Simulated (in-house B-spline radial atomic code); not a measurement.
# Xe¹⁹⁺: binding energies from hole states

Aim: binding energies of the shells of Xe¹⁹⁺, from runs with electrons taken out, set against the orbital energies of the parent.

Program: in-house B-spline radial atomic code version 1. Level of theory: Dirac-Hartree-Fock, average of configuration, Fermi nucleus, basis-set limit. These are calculated values, not measurements, unless marked.

## 1. The atom as given

- element: xenon (Z = 54)
- charge: +19
- electrons: 35
- configuration: [Ar] 3d10 4s2 4p5
- Hamiltonian: Dirac-Coulomb
- nucleus: Fermi, rms radius 4.786 fm

Outer shells as boxes (Hund's rule):

[Ar] 3d10 4s2 4p5
```
[Ar] core
3d [↑↓][↑↓][↑↓][↑↓][↑↓]
4s [↑↓]
4p [↑↓][↑↓][↑ ]
```

The boxes draw the filling by Hund's rule, which heavy ions in jj coupling don't follow; these runs average over all states of the configuration.

Input settings:

```ini
Z = 54
electrons = 35.0
configuration = [Ar] 3d10 4s2 4p5
hamiltonian = dirac
method = hf
spin_polarised = False
nucleus = fermi
rms_radius = 4.7859
mass_number = 132
atomic_mass = 131.90415508346
speed_of_light = 137.035999084
```

The reference is known from an earlier run: -7300.508597 hartree in all. Up to eight levels, counted from the top:

```
orbital  occupation  energy (eV)  <r> (bohr)
  3s1/2           2     -1663.14      0.3020
  3p1/2           2     -1518.31      0.2926
  3p3/2           4     -1453.49      0.3035
  3d3/2           4     -1202.92      0.2743
  3d5/2           6     -1189.32      0.2777
  4s1/2           2      -658.10      0.6590
  4p1/2     1.66667      -599.72      0.6704
  4p3/2     3.33333      -583.44      0.6881
```

## 2. The 1s hole

Input settings:

```ini
Z = 54
electrons = 34.0
configuration = 1s1 2s2 2p6 3s2 3p6 3d10 4s2 4p5
hamiltonian = dirac
method = hf
spin_polarised = False
nucleus = fermi
rms_radius = 4.7859
mass_number = 132
atomic_mass = 131.90415508346
speed_of_light = 137.035999084
```

## 3. The 2s hole

Changes to the settings of step 2:

```diff
@@ -2,3 +2,3 @@
 electrons = 34.0
-configuration = 1s1 2s2 2p6 3s2 3p6 3d10 4s2 4p5
+configuration = 1s2 2s1 2p6 3s2 3p6 3d10 4s2 4p5
 hamiltonian = dirac
```

## 4. The 2p1/2 hole

In configurations, a minus sign after the shell means j = l − 1/2 and a plus sign j = l + 1/2; the count of electrons follows.

Changes to the settings of step 3:

```diff
@@ -2,3 +2,3 @@
 electrons = 34.0
-configuration = 1s2 2s1 2p6 3s2 3p6 3d10 4s2 4p5
+configuration = 1s2 2s2 2p-1 2p+4 3s2 3p6 3d10 4s2 4p5
 hamiltonian = dirac
```

## 5. The 2p3/2 hole

Changes to the settings of step 4:

```diff
@@ -2,3 +2,3 @@
 electrons = 34.0
-configuration = 1s2 2s2 2p-1 2p+4 3s2 3p6 3d10 4s2 4p5
+configuration = 1s2 2s2 2p-2 2p+3 3s2 3p6 3d10 4s2 4p5
 hamiltonian = dirac
```

## 6. The 3s hole

Changes to the settings of step 5:

```diff
@@ -2,3 +2,3 @@
 electrons = 34.0
-configuration = 1s2 2s2 2p-2 2p+3 3s2 3p6 3d10 4s2 4p5
+configuration = 1s2 2s2 2p6 3s1 3p6 3d10 4s2 4p5
 hamiltonian = dirac
```

## 7. The 3p1/2 hole

Changes to the settings of step 6:

```diff
@@ -2,3 +2,3 @@
 electrons = 34.0
-configuration = 1s2 2s2 2p6 3s1 3p6 3d10 4s2 4p5
+configuration = 1s2 2s2 2p6 3s2 3p-1 3p+4 3d10 4s2 4p5
 hamiltonian = dirac
```

## 8. The 3p3/2 hole

Changes to the settings of step 7:

```diff
@@ -2,3 +2,3 @@
 electrons = 34.0
-configuration = 1s2 2s2 2p6 3s2 3p-1 3p+4 3d10 4s2 4p5
+configuration = 1s2 2s2 2p6 3s2 3p-2 3p+3 3d10 4s2 4p5
 hamiltonian = dirac
```

## 9. The 3d3/2 hole

Changes to the settings of step 8:

```diff
@@ -2,3 +2,3 @@
 electrons = 34.0
-configuration = 1s2 2s2 2p6 3s2 3p-2 3p+3 3d10 4s2 4p5
+configuration = 1s2 2s2 2p6 3s2 3p6 3d-3 3d+6 4s2 4p5
 hamiltonian = dirac
```

## 10. The 3d5/2 hole

Changes to the settings of step 9:

```diff
@@ -2,3 +2,3 @@
 electrons = 34.0
-configuration = 1s2 2s2 2p6 3s2 3p6 3d-3 3d+6 4s2 4p5
+configuration = 1s2 2s2 2p6 3s2 3p6 3d-4 3d+5 4s2 4p5
 hamiltonian = dirac
```

## 11. The 4s hole

Changes to the settings of step 10:

```diff
@@ -2,3 +2,3 @@
 electrons = 34.0
-configuration = 1s2 2s2 2p6 3s2 3p6 3d-4 3d+5 4s2 4p5
+configuration = 1s2 2s2 2p6 3s2 3p6 3d10 4s1 4p5
 hamiltonian = dirac
```

## 12. The 4p hole

Changes to the settings of step 11:

```diff
@@ -2,3 +2,3 @@
 electrons = 34.0
-configuration = 1s2 2s2 2p6 3s2 3p6 3d10 4s1 4p5
+configuration = 1s2 2s2 2p6 3s2 3p6 3d10 4s2 4p4
 hamiltonian = dirac
```

What does each hole state cost in eV, and how does that compare with the orbital energies or single holes?

**Answer**, as computed:

| hole | ΔSCF (eV) | with Breit, QED, recoil (eV) | −ε of the parent (eV) | −ε less ΔSCF (eV) |
| --- | --- | --- | --- | --- |
| 1s | 35222.4 | 35098.5 | 35275.6 | 53.21 |
| 2s | 6002.76 | 5989.42 | 6025.51 | 22.75 |
| 2p1/2 | 5652.45 | 5639.51 | 5678.62 | 26.17 |
| 2p3/2 | 5327.56 | 5318.59 | 5352.35 | 24.79 |
| 3s | 1657.89 | 1655.45 | 1663.14 | 5.25 |
| 3p1/2 | 1512.61 | 1510.42 | 1518.31 | 5.70 |
| 3p3/2 | 1448.26 | 1446.85 | 1453.49 | 5.23 |
| 3d3/2 | 1196.21 | 1195.49 | 1202.92 | 6.70 |
| 3d5/2 | 1182.80 | 1182.40 | 1189.32 | 6.52 |
| 4s | 657.52 | 656.90 | 658.10 | 0.58 |
| 4p | 588.29 | 587.89 | - | - |

**Reading.** Koopmans' values overshoot, as they freeze the orbitals; relaxation lowers the cost by 53.2 eV for 1s and 0.58 eV for 4s. The spin-orbit splitting of the 2p hole is 320.92 eV with those corrections. Two partly filled shells share a symmetry and can mix in the average, which may lower the energy, in these hole states: 2p1/2; 2p3/2; 3p1/2; 3p3/2. A dash stands where an open shell is averaged over j, so that no single parent level belongs to the hole. Values are for the free ion, measured from the vacuum level.
